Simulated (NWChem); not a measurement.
**Si2H5ClO2 (SMILES O[SiH2]O[SiH2]Cl) at 4 levels**

We compute a comparison of 4 runs (HF/STO-3G, HF/3-21G, B3LYP/6-31G*) of Si2H5ClO2. 

The calculation is run with NWChem 7.3.0.

### 1 The structure to begin with

Si2H5ClO2: 10 atoms, total charge 0, spin state singlet. As SMILES, `O[SiH2]O[SiH2]Cl`. The shape is that of a PBE0-D4/def2-TZVP optimisation. This is one conformer, not always the lowest.

Bond lengths: O1–Si2 1.635 Å, Si2–O3 1.644 Å, O3–Si4 1.618 Å, Si4–Cl5 2.064 Å, O1–H6 0.959 Å, Si2–H7 1.475 Å, Si2–H8 1.483 Å, Si4–H9 1.477 Å, Si4–H10 1.477 Å. Some angles: O1–Si2–O3 111.8°, Si2–O3–Si4 142.3°, O3–Si4–Cl5 109.5°, O1–Si2–H7 106.3°, O1–Si2–H8 111.2°, O3–Si2–H7 107.7°, O3–Si2–H8 107.3°, Si2–O1–H6 118.0°, O3–Si4–H9 110.8°, O3–Si4–H10 109.8°.

### 2 Energy and forces at HF/STO-3G (run 1)

File run.py:

```python
from ase import Atoms
from ase.calculators.nwchem import NWChem

molecule = Atoms(['O', 'Si', 'O', 'Si', 'Cl', 'H', 'H', 'H', 'H', 'H'], positions=[
    [-1.085200, -1.598200, 0.750600],
    [0.400800, -1.402600, 0.097100],
    [0.859700, 0.175700, 0.085000],
    [0.281600, 1.676300, -0.096700],
    [-1.585700, 1.592800, -0.971800],
    [-1.838600, -1.257200, 0.264600],
    [1.337600, -2.135700, 0.969100],
    [0.437200, -1.883100, -1.305800],
    [0.115900, 2.337600, 1.213500],
    [1.159600, 2.443300, -1.002800],
])

calc = NWChem(
    label='run',
    theory='scf',
    memory='2200 mb',
    basis='STO-3G',
    basispar='spherical bse',
    scf={'nopen': '0', 'rhf': None, 'thresh': '1e-08', 'maxiter': '80'},
)
molecule.calc = calc

forces = molecule.get_forces()
print(f"energy = {molecule.get_potential_energy():.6f} eV")
print("forces (eV/A):")
for s, f in zip(molecule.symbols, forces):
    print(f"{s:2s} {f[0]:10.5f} {f[1]:10.5f} {f[2]:10.5f}")
print("dipole (e A):", molecule.get_dipole_moment().round(4))
```

On the command line:

```bash
$ export ASE_NWCHEM_COMMAND="nwchem PREFIX.nwi > PREFIX.nwo"
$ python run.py
```

The log of the run:

```text
energy = -32014.269043 eV
forces (eV/A):
O     0.26796   -0.73770    1.61157
Si    1.25717   -0.34098   -1.19885
O    -0.04443   -0.08042    0.06289
Si    1.65960    0.71616    0.86826
Cl   -0.84306   -0.03466   -0.38618
H    -0.64062    0.59598   -1.06475
H    -0.91536    0.68849   -0.92117
H     0.03605    0.38690    1.43586
H     0.12017   -0.53536   -1.30149
H    -0.89757   -0.65836    0.89387
dipole (e A): [0.4307 0.027  0.0301]
```

The calculator wrote run.nwi:

```
title "run"

permanent_dir run

scratch_dir run

start run

geometry units angstrom nocenter noautosym noautoz
  O  -1.0851999999999999e+00 -1.5982000000000001e+00 7.5060000000000004e-01
  Si 4.0079999999999999e-01 -1.4026000000000001e+00 9.7100000000000006e-02
  O  8.5970000000000002e-01 1.7570000000000000e-01 8.5000000000000006e-02
  Si 2.8160000000000002e-01 1.6762999999999999e+00 -9.6699999999999994e-02
  Cl -1.5857000000000001e+00 1.5928000000000000e+00 -9.7180000000000000e-01
  H  -1.8386000000000000e+00 -1.2572000000000001e+00 2.6460000000000000e-01
  H  1.3375999999999999e+00 -2.1356999999999999e+00 9.6909999999999996e-01
  H  4.3719999999999998e-01 -1.8831000000000000e+00 -1.3058000000000001e+00
  H  1.1590000000000000e-01 2.3376000000000001e+00 1.2135000000000000e+00
  H  1.1596000000000000e+00 2.4432999999999998e+00 -1.0027999999999999e+00
end

memory 2200 mb

basis spherical bse noprint
   * library STO-3G
end

scf
  nopen 0
  rhf
  thresh 1e-08
  maxiter 80
end

task scf gradient
```

run.nwo:

```text
Northwest Computational Chemistry Package (NWChem) 7.3.0
             --------------------------------------------------------

           Job information
           ---------------

    nwchem branch   = 7.3.0
    use scalapack   = T
    input           = run.nwi
    prefix          = run.
    data base       = run/run.db
    status          = startup
    nproc           =        1

           Memory information
           ------------------

[... 5 lines left out ...]
    hardfail = no
[... 137 lines left out ...]
         Quadratically convergent ROHF
[... 15 lines left out ...]
       Final RHF  results
[... 4 lines left out ...]
      Two-electron energy =    831.344571241715
[... 51 lines left out ...]
                       ROHF Final Molecular Orbital Analysis
[... 245 lines left out ...]
                 ----------------------------------------
                 |  Time  |  1-e(secs)   |  2-e(secs)   |
                 ----------------------------------------
                 |  CPU   |       0.00   |       0.72   |
                 ----------------------------------------
                 |  WALL  |       0.00   |       0.72   |
                 ----------------------------------------

 Task  times  cpu:        4.1s     wall:        4.1s
 Total times  cpu:        4.1s     wall:        4.1s
```

Run time: 5.4 s. Hardware: 1 thread of Intel Xeon Platinum 8488C (Sapphire Rapids), shared host; peak memory 0.098 GiB.

### 3 Energy and gradient at HF/3-21G (run 2)

File clh5o2si2.xyz:

```xyz
10

O     -1.085200    -1.598200     0.750600
Si     0.400800    -1.402600     0.097100
O      0.859700     0.175700     0.085000
Si     0.281600     1.676300    -0.096700
Cl    -1.585700     1.592800    -0.971800
H     -1.838600    -1.257200     0.264600
H      1.337600    -2.135700     0.969100
H      0.437200    -1.883100    -1.305800
H      0.115900     2.337600     1.213500
H      1.159600     2.443300    -1.002800
```

File run.py:

```python
from ase.io import read
from ase.calculators.nwchem import NWChem

system = read('clh5o2si2.xyz')

calc = NWChem(
    label='clh5o2si2',
    theory='scf',
    memory='2200 mb',
    basis='3-21G',
    basispar='spherical bse',
    scf={'nopen': '0', 'rhf': None, 'thresh': '1e-08', 'maxiter': '80'},
)
system.calc = calc

forces = system.get_forces()
print(f"energy = {system.get_potential_energy():.6f} eV")
print("forces (eV/A):")
for s, f in zip(system.symbols, forces):
    print(f"{s:2s} {f[0]:10.5f} {f[1]:10.5f} {f[2]:10.5f}")
print("dipole (e A):", system.get_dipole_moment().round(4))
```

On the command line:

```bash
$ export ASE_NWCHEM_COMMAND="nwchem PREFIX.nwi > PREFIX.nwo"
$ python run.py
```

The log of the run:

```text
energy = -32220.100386 eV
forces (eV/A):
O    -0.95666    0.28472   -0.00334
Si    2.05616   -1.47119   -0.02458
O    -0.40032   -0.24647   -0.10814
Si    2.53279    1.63620    1.08531
Cl   -2.11540   -0.13123   -0.97707
H    -0.70695   -0.11524    0.26086
H    -0.07148    0.01224   -0.17787
H    -0.02869    0.03780    0.06351
H    -0.11477   -0.00674   -0.16023
H    -0.19474   -0.00000    0.04155
dipole (e A): [ 0.2421  0.141  -0.0911]
```

The calculator wrote clh5o2si2.nwi:

```
title "clh5o2si2"

permanent_dir clh5o2si2

scratch_dir clh5o2si2

start clh5o2si2

geometry units angstrom nocenter noautosym noautoz
  O  -1.0851999999999999e+00 -1.5982000000000001e+00 7.5060000000000004e-01
  Si 4.0079999999999999e-01 -1.4026000000000001e+00 9.7100000000000006e-02
  O  8.5970000000000002e-01 1.7570000000000000e-01 8.5000000000000006e-02
  Si 2.8160000000000002e-01 1.6762999999999999e+00 -9.6699999999999994e-02
  Cl -1.5857000000000001e+00 1.5928000000000000e+00 -9.7180000000000000e-01
  H  -1.8386000000000000e+00 -1.2572000000000001e+00 2.6460000000000000e-01
  H  1.3375999999999999e+00 -2.1356999999999999e+00 9.6909999999999996e-01
  H  4.3719999999999998e-01 -1.8831000000000000e+00 -1.3058000000000001e+00
  H  1.1590000000000000e-01 2.3376000000000001e+00 1.2135000000000000e+00
  H  1.1596000000000000e+00 2.4432999999999998e+00 -1.0027999999999999e+00
end

memory 2200 mb

basis spherical bse noprint
   * library 3-21G
end

scf
  nopen 0
  rhf
  thresh 1e-08
  maxiter 80
end

task scf gradient
```

clh5o2si2.nwo:

```text
Northwest Computational Chemistry Package (NWChem) 7.3.0
             --------------------------------------------------------

           Job information
           ---------------

    nwchem branch   = 7.3.0
    use scalapack   = T
    input           = clh5o2si2.nwi
    prefix          = clh5o2si2.
    data base       = clh5o2si2/clh5o2si2.db
    status          = startup
    nproc           =        1

           Memory information
           ------------------

[... 5 lines left out ...]
    hardfail = no
[... 137 lines left out ...]
         Quadratically convergent ROHF
[... 14 lines left out ...]
       Final RHF  results
[... 4 lines left out ...]
      Two-electron energy =    827.203471150827
[... 52 lines left out ...]
                       ROHF Final Molecular Orbital Analysis
[... 277 lines left out ...]
                 ----------------------------------------
                 |  Time  |  1-e(secs)   |  2-e(secs)   |
                 ----------------------------------------
                 |  CPU   |       0.00   |       0.89   |
                 ----------------------------------------
                 |  WALL  |       0.00   |       0.89   |
                 ----------------------------------------

 Task  times  cpu:        4.8s     wall:        4.8s
 Total times  cpu:        4.8s     wall:        4.8s
```

It took 6 s on 1 thread of Intel Xeon Platinum 8488C (Sapphire Rapids), shared host; peak memory 0.099 GiB.

Run 3 isn't shown in full; the table further down has it.

### 4 Energy and gradient at B3LYP/6-31G(d) (Cartesian functions) (run 4)

File clh5o2si2.nw:

```
start clh5o2si2
title "ClH5O2Si2 B3LYP"
memory stack 880 mb heap 220 mb global 1100 mb
charge 0

geometry units angstroms noautosym nocenter noautoz
O       -1.085200      -1.598200       0.750600
Si       0.400800      -1.402600       0.097100
O        0.859700       0.175700       0.085000
Si       0.281600       1.676300      -0.096700
Cl      -1.585700       1.592800      -0.971800
H       -1.838600      -1.257200       0.264600
H        1.337600      -2.135700       0.969100
H        0.437200      -1.883100      -1.305800
H        0.115900       2.337600       1.213500
H        1.159600       2.443300      -1.002800
end

basis cartesian
O library 6-31G*
Si library 6-31G*
Cl library 6-31G*
H library 6-31G*
end

dft
xc b3lyp
grid fine
convergence energy 1e-08
maxiter 100
mulliken
end

task dft gradient
```

On the command line:

```bash
$ nwchem clh5o2si2.nw > clh5o2si2.out
```

The log of the run:

```text
[...]
          Wavefunction type:  closed shell.
          No. of atoms     :    10
          No. of electrons :    66
[...]
          Charge           :     0
          Spin multiplicity:     1
[...]
          AO basis - number of functions:    97
[...]
              XC Information
              --------------
                         B3LYP Method XC Potential
                     Hartree-Fock (Exact) Exchange  0.200
                        Slater Exchange Functional  0.800 local
                    Becke 1988 Exchange Functional  0.720 non-local
              Lee-Yang-Parr Correlation Functional  0.810
                  VWN I RPA Correlation Functional  0.190 local
[...]
 d= 0,ls=0.0,diis     1  -1192.7028418789 -1.57D+03  1.57D-02  1.15D+00     3.5
[...]
 d= 0,ls=0.0,diis    10  -1192.8080755972 -8.07D-09  4.92D-07  2.43D-09    28.2
         Total DFT energy =    -1192.808075597155
      One electron energy =    -2394.411996762135
           Coulomb energy =      916.441897714887
    Exchange-Corr. energy =      -89.376306153321
 Nuclear repulsion energy =      374.538329603414
[...]
  wavefunction    = closed shell
[...]
```

Wall time 37 s (1 thread of Intel Xeon Platinum 8488C (Sapphire Rapids), shared host); peak memory 0.13 GiB.

### 5 All runs side by side

| run | level | iteration cap | module | energy (Eh) | dipole moment (D) | HOMO energy (eV) | LUMO energy (eV) | wall time |
| --- | --- | --- | --- | --- | --- | --- | --- | --- |
| 1 | HF/STO-3G | 80 | scf | -1176.502697 | 2.08 | -9.15 | 9.78 | 5.4 s |
| 2 | HF/3-21G | 80 | scf | -1184.066859 | 1.42 | -12.23 | 3.90 | 6 s |
| 3 | B3LYP/6-31G* (spherical functions) | 100 | dft | -1192.798867 | 0.71 | -8.46 | 0.37 | 36 s |
| 4 | B3LYP/6-31G* (Cartesian functions) | 100 | dft | -1192.808076 | 0.72 | -8.46 | 0.34 | 37 s |

### 6 Summary of results

```
                       quantity           value
            run 4: total energy  -1192.80808 Eh
           run 4: dipole moment          0.72 D
             run 4: HOMO energy        -8.46 eV
             run 4: LUMO energy         0.34 eV
           run 4: HOMO–LUMO gap         8.81 eV
run 4: largest force on an atom      0.719 eV/Å
```

**Reading.** The dipole moment (its size) runs from 0.71 D (B3LYP/6-31G*) to 2.08 D (HF/STO-3G). The two ends differ in method and basis. The HOMO–LUMO gap runs from 8.81 eV (B3LYP/6-31G*) to 18.93 eV (HF/STO-3G). In run 1 the basis is minimal, so the values are rough. All runs together took 84 s, the longest 37 s.
